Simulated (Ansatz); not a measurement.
This script makes a convergence test of the plane-wave cutoff of Pt, space group Im-3m with Ansatz's Python interface.

The script, `ecut.py`:
```python
"""Convergence of Pt with the plane-wave cutoff."""

import csv

import ansatz as az
import numpy as np


def main() -> None:
    vectors = np.array([
        [-1.58422, 1.58422, 1.58422],
        [1.58422, -1.58422, 1.58422],
        [1.58422, 1.58422, -1.58422],
    ])
    pt = az.Lattice.of(vectors).atom("Pt", [0.0, 0.0, 0.0])

    job = (
        pt.calculation()
        .functional("pbesol")
        .kpoints(12, 12, 12)
        .occupations("fermi_dirac", width=0.1)
        .forces()
        .stress()
    )

    rows = []
    for value in [300, 350, 400, 450, 500, 550]:
        report = job.basis(value).run(threads=1, pin="off").report
        rows.append((value, report["free_energy_ev"] / len(report["lattice"]["sites"]), report["n_iterations"], sum(report["stress_gpa"][i][i] for i in range(3)) / 3, max(abs(f) for row in report["forces_ev_ang"] for f in row), report["n_pw"]))

    with open("ecut.csv", "w", newline="") as handle:
        writer = csv.writer(handle)
        writer.writerow(["cutoff (eV)", "F/atom (eV)", "iterations", "P (GPa)", "max component (eV/A)", "plane waves"])
        writer.writerows([round(v, 5) if isinstance(v, float) else v for v in row] for row in rows)

    # differences from the last row
    for row in rows[:-1]:
        shift = 1000 * (row[1] - rows[-1][1])
        print(f"{row[0]}: {shift:+.2f} meV/atom" + ("  (within 1 meV)" if abs(shift) < 1 else ""))


if __name__ == "__main__":
    main()
```

From which cutoff on is the energy per atom within 1 meV of the last row, and how does it get there?

From 450 eV on it stays within 1 meV an atom of the value at 550 eV; the first row (300 eV) is off by 144.3 meV and the last but one by 0.18 meV. The energy falls steadily, as expected when plane waves are added. The pressure moves from -11.05 to -11.02 GPa (the program's stress holds a Pulay correction, so it settles early).

What the script printed:

Output of `python ecut.py`:
```text
DeckWarning: basis.ecutwfc = 300 eV is below the records' recommended 420 eV, and the density's cutoff is lower with it unless basis.ecutrho_ratio is high enough to keep the records' density cutoff: compare with a run at a higher cutoff
DeckWarning: basis.ecutwfc = 350 eV is below the records' recommended 420 eV, and the density's cutoff is lower with it unless basis.ecutrho_ratio is high enough to keep the records' density cutoff: compare with a run at a higher cutoff
DeckWarning: basis.ecutwfc = 400 eV is below the records' recommended 420 eV, and the density's cutoff is lower with it unless basis.ecutrho_ratio is high enough to keep the records' density cutoff: compare with a run at a higher cutoff
300: +144.33 meV/atom
350: +8.42 meV/atom
400: +1.92 meV/atom
450: +0.92 meV/atom  (within 1 meV)
500: +0.18 meV/atom  (within 1 meV)
```
(Warnings from the package without file and line.)

`ecut.csv`, as written:
```csv
cutoff (eV),F/atom (eV),iterations,P (GPa),max component (eV/A),plane waves
300,-12383.56739,6,-11.05103,0.0,201
350,-12383.7033,6,-11.02018,0.0,225
400,-12383.7098,6,-10.9969,0.0,321
450,-12383.7108,6,-11.01304,0.0,369
500,-12383.71154,6,-11.02164,0.0,381
550,-12383.71172,6,-11.0228,0.0,459
```

The mesh is modest for a metal, so energies can be off by several to tens of meV an atom and pressures by half a GPa or more; differences at equal mesh fare better. Forces vanish by symmetry here and test nothing. Pressure is positive in compression. Spin-orbit coupling, which matters for elements this heavy, is left out. This isn't the structure that Pt takes at ambient conditions. Shifts are counted from the last row, which is itself no proven limit. Run time: 6 s on 1 thread of Arm Neoverse V2, with other jobs on the host, peak memory 0.35 GiB.
